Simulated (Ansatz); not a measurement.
**Manganese, dhcp under LDA: from relaxation to bulk modulus**

Aim: take manganese in the dhcp structure, relax it, solve it on a dense k-mesh, then scale the cell to 7 volumes from 88 to 112 % of the relaxed one and try a fit of the equation of state. Spin polarisation is left out, though the real metal is magnetic, so this state lies above the ground state. The k-meshes are 14×14×4 for the relaxation; 19×19×6 for the dense run; 17×17×5 for the volumes.

Computed with Ansatz 0.2.0 (DFT LDA (PW92), plane waves (420 eV) with PAW, scalar-relativistic; PAW files made under PBE, frozen cores solved again for the functional, unless a step says otherwise).

### Step 1. The structure to begin with

It takes space group P6_3/mmc (No. 194, hexagonal). Conventional cell: a = 2.552 Å, b = 2.552 Å, c = 8.334 Å, α = 90.00°, β = 90.00°, γ = 120.00°. Mn (site symmetry -3m) is surrounded by 12 Mn at 2.55 Å. Mn (site symmetry -6m2) is surrounded by 12 Mn at 2.55 Å.

Structure file:

```xyz
4
Lattice="2.5518 0.0000 0.0000 -1.2759 2.2099 0.0000 0.0000 0.0000 8.3341" Properties=species:S:1:pos:R:3 pbc="T T T"
Mn    0.0000    0.0000    0.0000
Mn    0.0000    0.0000    4.1671
Mn    0.0000    1.4733    2.0835
Mn    1.2759    0.7366    6.2506
```

### Step 2. Relaxation of the cell

Contents of input.yaml:

```yaml
crystal:
  lattice:
    - [2.5517868831, 0.0, 0.0]
    - [-1.2758934415, 2.2099122658, 0.0]
    - [0.0, 0.0, 8.3341359602]
  atoms:
    - { symbol: Mn, position: [0.0, 0.0, 0.0] }
    - { symbol: Mn, position: [0.0, 0.0, 0.5] }
    - { symbol: Mn, position: [0.3333333333, 0.6666666667, 0.25] }
    - { symbol: Mn, position: [0.6666666667, 0.3333333333, 0.75] }
hamiltonian:
  xc: lda
  pseudopotentials:
    kind: paw
    azcp:
      Mn: "pseudopotentials/Mn.paw.azcp"
basis:
  ecutwfc: 420
  fft_grid_basis: typed
kpoints:
  mp_grid: { grid: [14, 14, 4], shift: [0, 0, 0] }
magnetization:
  spin_polarized: false
scf:
  occupations: { method: fermi_dirac, width: 0.1 }
relax:
  max_steps: 60
  f_tol: 0.01
  cell: {}
```

Further steps of the session: The energy on a finer k-mesh; Volume × 0.88; Volume × 0.92; Volume × 0.96; Volume × 1.0; Volume × 1.04; Volume × 1.08; Volume × 1.12.

Q: Predict the outcome of this session. Wanted: space group; conventional cell; volume; shortest distance; gap on the mesh; V₀, B₀, B₀′.

As calculated:

| quantity | value |
| --- | --- |
| space group (spins left aside) | P6_3/mmc (No. 194) |
| conventional cell | a = 2.434 Å, c = 7.838 Å (c/a = 3.220) |
| volume | 10.053 Å³/atom |
| shortest distance | 2.411 Å |
| gap on the mesh | none (levels filled in part) |
| V₀, B₀, B₀′ | 10.037 Å³/atom, 332 GPa, 4.3 |

In words: The relaxation shrank the cell by 14.4 % in volume. Levels at the Fermi energy are filled in part, as in a metal. The fitted modulus is 332 GPa, among the stiffest elements; letting shape and positions relax at each volume could only lower it. Relaxation kept the symmetry; phonons were not checked.
